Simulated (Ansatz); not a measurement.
Runs of Ansatz 0.2.0 on NiMoIrPdW. It takes space group Cm (No. 8, monoclinic). The conventional cell has a = 4.689 Å, b = 2.863 Å, c = 11.144 Å, α = 90.00°, β = 101.20°, γ = 90.00°. Around Ni (site symmetry m) lie 3 Ir at 2.59 to 2.61 Å and 3 Pd at 2.67 to 2.68 Å and 6 Ni at 2.75 to 2.86 Å. Mo (site symmetry m) is surrounded by 3 Ir at 2.68 Å and 6 Mo at 2.75 to 2.86 Å and 2 W at 2.78 Å. Pd (site symmetry m) is surrounded by 3 Ni at 2.67 to 2.68 Å and 3 W at 2.74 to 2.75 Å and 6 Pd at 2.75 to 2.86 Å. Around Ir (site symmetry m) lie 3 Ni at 2.59 to 2.61 Å and 3 Mo at 2.68 Å and 6 Ir at 2.75 to 2.86 Å. W (site symmetry m) has 3 Pd at 2.74 to 2.75 Å and 6 W at 2.75 to 2.86 Å and 2 Mo at 2.78 Å as nearest neighbours. The cell was built by a generator and needn't be a form met in nature.

```tsv
task	level	cell	k mesh	cutoff (eV)	points for each segment of the path	mesh quality	gap on the mesh (eV)	pressure (GPa)	moment (μB)	relaxed volume (Å³/atom)	largest force (eV/Å)
band structure	BLYP	as given	11 × 11 × 3	420	14	not flagged	none	(b)	0.00	-	(c)
relaxation of cell and atoms	LDA	relaxed	8 × 8 × 2	420	-	not flagged	none	0.0	0.00	(a)	-
relaxation of cell and atoms	BLYP	relaxed	8 × 8 × 2	420	-	not flagged	none	0.0	0.00	15.36	-
band structure	LDA	as given	11 × 11 × 3	420	14	not flagged	none	-14.5	0.00	-	0.12
single point	r2SCANh	as given	5 × 5 × 1	500	-	coarse	none	-4.4	0.73	-	0.37
relaxation of cell and atoms	r2SCAN+rVV10	relaxed	8 × 8 × 2	500	-	not flagged	none	0.0	0.00	14.21	-
```

Alike in all rows: potentials or basis Ansatz PAW; spin collinear, ferromagnetic start; smearing fermi-dirac 0.05 eV.

Question: Fill in the values left out.

Answer: (a) 13.84; (b) 11.1; (c) 0.24.

Caveats: some runs use coarse meshes; the PAW data sets come from PBE, with cores solved anew for the run's functional, which leaves a small shift of forces and pressure; the starting moments weren't kept; the plane-wave basis is chosen anew once the cell has moved, so the energies of steps on either side of that aren't comparable (some runs); spin-orbit coupling is left out, which moves the levels of the heavy elements (some runs); the magnetic or orbital state may not be the lowest (some runs); the thresholds are loose for stress (some runs).

A k mesh can miss the band edges, and the runs leave out spin-orbit coupling on Ir, Mo, Pd, W.

A gap of «none» marks a metal or a gap under the smearing width.
